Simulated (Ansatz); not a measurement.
Working through a Berry-phase polarisation of AlInSb2, space group P-4m2

With Ansatz 0.2.0 through its Python package.

Run as a notebook:

```python
import ansatz as az
import numpy as np
```

```python
vectors = np.array([
    [4.506166, 0.0, 0.0],
    [0.0, 4.506166, 0.0],
    [0.0, 0.0, 6.348823],
])
crystal = (
    az.Lattice.of(vectors)
    .atom('Al', (0.0, 0.0, 0.0))
    .atom('In', (0.5, 0.5, 0.5))
    .atom('Sb', (0.0, 0.5, 0.233365))
    .atom('Sb', (0.5, 0.0, 0.766635))
)
```

```python
def solve(structure):
    return (
        structure.calculation()
        .pseudopotentials('paw')
        .kpoints(4, 4, 4)
        .functional(az.Functional.R2SCAN)
        .occupations('fixed')
        .polarization(string_points=6)
        .run()
        .polarization()
    )
```

```python
vectors = np.array(crystal.lattice.vectors)
shifted = crystal.move(1, to=np.array(crystal.sites[1].position) + 0.01 * np.linalg.inv(vectors)[0])
before, after = solve(crystal), solve(shifted)
for label, p in (('as typed', before), ('shifted', after)):
    print(label, 'reduced polarisation:', [round(axis.reduced, 4) for axis in p.axes], 'modulo', p.modulus)
# take the change on the nearest branch, then turn it into a dipole per cell
change = np.array([b.reduced - a.reduced for a, b in zip(before.axes, after.axes)])
change -= before.modulus * np.round(change / before.modulus)
dipole = change @ vectors
print('dipole change (e A):', np.round(dipole, 4) + 0.0)
print('column of the Born charge of', crystal.sites[1].symbol, 'for a shift along x:', np.round(dipole / 0.01, 2) + 0.0)
```

    DeckWarning: basis.ecutwfc = 500 eV, auto-derived from the records' recommended cutoffs: set by Al (their level for a meta-GGA)
    as typed reduced polarisation: [14.0, 14.0, 20.5] modulo 1
    shifted reduced polarisation: [14.0049, 14.0, 20.5] modulo 1
    dipole change (e A): [0.0221 0.     0.0001]
    column of the Born charge of In for a shift along x: [2.21 0.   0.01]

The structure comes from a database of computed cells and needn't be a stable or known phase. Warnings are shown shortened and without file and line. Polarisation is defined up to a quantum, so only the change along a continuous path has meaning. Timing: 2.6 min on 1 thread of Arm Neoverse V1 (shared host), peak memory 0.7 GiB.
